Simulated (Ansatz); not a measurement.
# Nb2AlC: the cost of one run

Program: Ansatz 0.2.0. Level of theory: DFT PBEsol, scalar-relativistic, plane waves, PAW. These are calculated values, not measurements.

### 1 The starting structure

Symmetry: P6_3/mmc, No. 194, hexagonal system. The conventional cell has a = 3.123 Å, b = 3.123 Å, c = 13.938 Å, α = 90.00°, β = 90.00°, γ = 120.00°. Al (site symmetry -6m2) is surrounded by 6 Nb at 2.87 Å and 6 Al at 3.12 Å. Nb (site symmetry 3m) has 3 C at 2.19 Å as nearest neighbours. C (site symmetry -3m) is surrounded by 6 Nb at 2.19 Å.

As a file:

```
CELL_PARAMETERS angstrom
3.12257 0.00000 0.00000
-1.56128 2.70422 0.00000
0.00000 0.00000 13.93807
ATOMIC_POSITIONS crystal
Al 0.33333 0.66667 0.75000
Al 0.66667 0.33333 0.25000
Nb 0.33333 0.66667 0.08975
Nb 0.66667 0.33333 0.58975
Nb 0.66667 0.33333 0.91025
Nb 0.33333 0.66667 0.41025
C 0.00000 0.00000 0.00000
C 0.00000 0.00000 0.50000
```

The structure comes from the Materials Project (structure only).

### 2 The base run

The input, input.yaml:

```yaml
crystal:
  lattice:
    - [3.1225695162, 0.0, 0.0]
    - [-1.5612847581, 2.7042245261, 0.0]
    - [0.0, 0.0, 13.93806553]
  atoms:
    - { symbol: Al, position: [0.33333333, 0.66666667, 0.75] }
    - { symbol: Al, position: [0.66666667, 0.33333333, 0.25] }
    - { symbol: Nb, position: [0.33333333, 0.66666667, 0.0897486] }
    - { symbol: Nb, position: [0.66666667, 0.33333333, 0.5897486] }
    - { symbol: Nb, position: [0.66666667, 0.33333333, 0.9102514] }
    - { symbol: Nb, position: [0.33333333, 0.66666667, 0.4102514] }
    - { symbol: C, position: [0.0, 0.0, 0.0] }
    - { symbol: C, position: [0.0, 0.0, 0.5] }
basis:
  ecutwfc: 500
  fft_grid_basis: typed
kpoints:
  mp_grid: { grid: [12, 12, 4] }
hamiltonian:
  xc: pbesol
  pseudopotentials: { kind: paw }
scf:
  occupations: { method: gaussian, width: 0.05 }
output:
  forces: true
  stress: true
  eigenvalues: true
  bader: true
  write_density: true
  volumetric_format: npy
  elf: true
```

Launch:

```sh
> ansatz run input.yaml --threads 2 --pin off --max-ram 4096MiB --backend cpu --events-out ev --progress --plain --runs-dir out
```

What time and memory should one allow on 2 threads of Arm Neoverse N1, shared host?

About 63 s, with a peak of 0.56 GiB.
